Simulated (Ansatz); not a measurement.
Crystal: BiTe.

```
Bi Te
1.0
     2.42271    1.39875    3.31729
    -2.42271    1.39875    3.31729
     0.00000   -2.79750    3.31729
Bi Te
1 1
Direct
  0.50000 0.50000 0.50000
  0.00000 0.00000 0.00000
```

The cell comes from a database or a generator and needn't be the stable form of this composition.

Base run:

```yaml
Program: Ansatz 0.2.0
Functional: PBEsol
Potentials_or_basis: Ansatz PAW
Cutoff: "420 eV (not typed: the program's choice for these potentials)"
k_mesh: 7 × 7 × 7
Occupations: fermi-dirac, width 0.05 eV
Spin: spin-orbit coupling, no magnetisation
```

Its results: band gap on the k mesh none (metal or under the smearing width); pressure -1.2 GPa.

**Question.** The run is repeated on the same cell with these changes: k mesh from 7 × 7 × 7 to 6 × 6 × 6; spin from spin-orbit coupling, no magnetisation to no spin polarisation; potential files from those of the base run to others of the same set. What comes out?

**Answer.** Band gap on the k mesh none (metal or under the smearing width); pressure -2.5 GPa.

Several settings changed at once, so the effect can't be laid on one alone.

Caveats: the PAW data sets come from PBE, with cores solved anew for the run's functional, which leaves a small shift of forces and pressure; spin-orbit coupling is left out, which moves the levels of the heavy elements (some runs).
